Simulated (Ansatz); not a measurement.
Crystal: Ti3S2.

```xyz
5
Lattice="2.7131 1.5664 3.2376 -2.7131 1.5664 3.2376 0.0000 -3.1328 3.2376" Properties=species:S:1:pos:R:3 pbc="T T T"
Ti   -0.9107   -1.5555    3.2376
Ti    1.8024   -0.0109    3.2376
Ti   -0.8918    1.5664    3.2376
S     0.0000    0.0000    1.6302
S     0.0000    0.0000    8.0827
```

The cell comes from a database or a generator and needn't be the stable form of this composition.

| Property | Result |
| --- | --- |
| Program | Ansatz 0.2.0 |
| Task | relaxation of cell and atoms |
| Functional | LDA |
| Potentials or basis | Ansatz PAW |
| Cutoff | 420 eV (not typed: the program's choice for these potentials) |
| k mesh | 6 × 6 × 6 |
| Occupations | fermi-dirac, width 0.05 eV |
| Spin | no spin polarisation |

At the start: volume 16.51 Å³/atom.

Task: How do energy, volume and symmetry change on relaxing?

Result: It ends after 6 steps and the volume is 15.55 Å³/atom (-5.8 %); space group R32 (No. 155, to 0.05 Å).

Step by step:
```
step  energy change (eV)  largest force (eV/Å)  volume (Å³)
   1              0.0000                0.0959        82.56
   2             -0.1134                0.1290        77.19
   3             -0.1229                0.0399        77.80
   4             -0.1239                0.0188        77.73
   5             -0.1240                0.0016        77.74
   6             -0.1232                0.0016        77.74
```

Final structure:
```yaml
crystal:
  lattice:
    - [2.65899, 1.53517, 3.17392]
    - [-2.65899, 1.53517, 3.17392]
    - [0.00000, -3.07033, 3.17392]
  atoms:
    - { symbol: Ti, position: [0.00000, 0.33662, 0.66338] }
    - { symbol: Ti, position: [0.66338, 0.00000, 0.33662] }
    - { symbol: Ti, position: [0.33662, 0.66338, 0.00000] }
    - { symbol: S, position: [0.16758, 0.16758, 0.16758] }
    - { symbol: S, position: [0.83242, 0.83242, 0.83242] }
```

Caveat: the plane-wave basis is chosen anew once the cell has moved, so the energies of steps on either side of that aren't comparable; the PAW data sets come from PBE, with cores solved anew for the run's functional, which leaves a small shift of forces and pressure.
